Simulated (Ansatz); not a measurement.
# Fe2O3 (Hematite): the cost of one run

Computed with Ansatz 0.2.0 (DFT PBE+U, scalar-relativistic, plane waves, PAW, unless a step's input says otherwise).

## 1. Starting point

The structure is trigonal, space group R-3c (No. 167). The conventional cell has a = 5.170 Å, b = 5.170 Å, c = 13.940 Å, α = 90.00°, β = 90.00°, γ = 120.00°. Fe (site symmetry 3) is surrounded by 6 O at 2.00 to 2.15 Å. O (site symmetry 2) is surrounded by 4 Fe at 2.00 to 2.15 Å.

Structure file:

```cif
data_structure
_symmetry_space_group_name_H-M 'R-3c:H'
_symmetry_Int_Tables_number 167
_cell_length_a 5.1696
_cell_length_b 5.1696
_cell_length_c 13.9403
_cell_angle_alpha 90.000
_cell_angle_beta 90.000
_cell_angle_gamma 120.000
_cell_volume 322.64
loop_
_atom_site_label
_atom_site_type_symbol
_atom_site_symmetry_multiplicity
_atom_site_Wyckoff_symbol
_atom_site_fract_x
_atom_site_fract_y
_atom_site_fract_z
_atom_site_occupancy
Fe1 Fe 12 c 0.66667 0.33333 0.18827 1
O1 O 18 e 0.63697 0.66667 0.41667 1
```

## 2. Coarse mesh, to find the state of the open shells

The input, input.yaml:

```yaml
crystal:
  lattice:
    - [2.5847951742, 1.4923321896, 4.6467741412]
    - [-2.5847951742, 1.4923321896, 4.6467741412]
    - [0.0, -2.9846643792, 4.6467741412]
  atoms:
    - { symbol: Fe, position: [0.3549336524, 0.3549336524, 0.3549336524], spin: 5.0 }
    - { symbol: Fe, position: [0.1450663476, 0.1450663476, 0.1450663476], spin: -5.0 }
    - { symbol: Fe, position: [0.6450663476, 0.6450663476, 0.6450663476], spin: -5.0 }
    - { symbol: Fe, position: [0.8549336524, 0.8549336524, 0.8549336524], spin: 5.0 }
    - { symbol: O, position: [0.5536335344, 0.9463664656, 0.25] }
    - { symbol: O, position: [0.25, 0.5536335344, 0.9463664656] }
    - { symbol: O, position: [0.9463664656, 0.25, 0.5536335344] }
    - { symbol: O, position: [0.4463664656, 0.0536335344, 0.75] }
    - { symbol: O, position: [0.75, 0.4463664656, 0.0536335344] }
    - { symbol: O, position: [0.0536335344, 0.75, 0.4463664656] }
basis:
  ecutwfc: 420
  ecutrho_ratio: 4
kpoints:
  mp_grid: { grid: [3, 3, 3] }
hamiltonian:
  xc: pbe
  hubbard: { sites: [{ species: Fe, l: d, u_eff: 4.0 }] }
scf:
  occupations: { method: gaussian, width: 0.05 }
output:
  forces: true
  stress: true
  eigenvalues: true
  populations: true
  hubbard: { sites: [{ species: Fe, l: d }] }
magnetization:
  spin_polarized: true
```

Run with:

```console
ansatz run input.yaml --threads 4 --pin off --max-ram 10240MiB --backend cpu --events-out ev --progress --plain --runs-dir out
```

Q: Estimate wall time and peak memory on 4 threads of Arm Neoverse V1, shared host.

About 7.5 s, with a peak of 0.51 GiB.
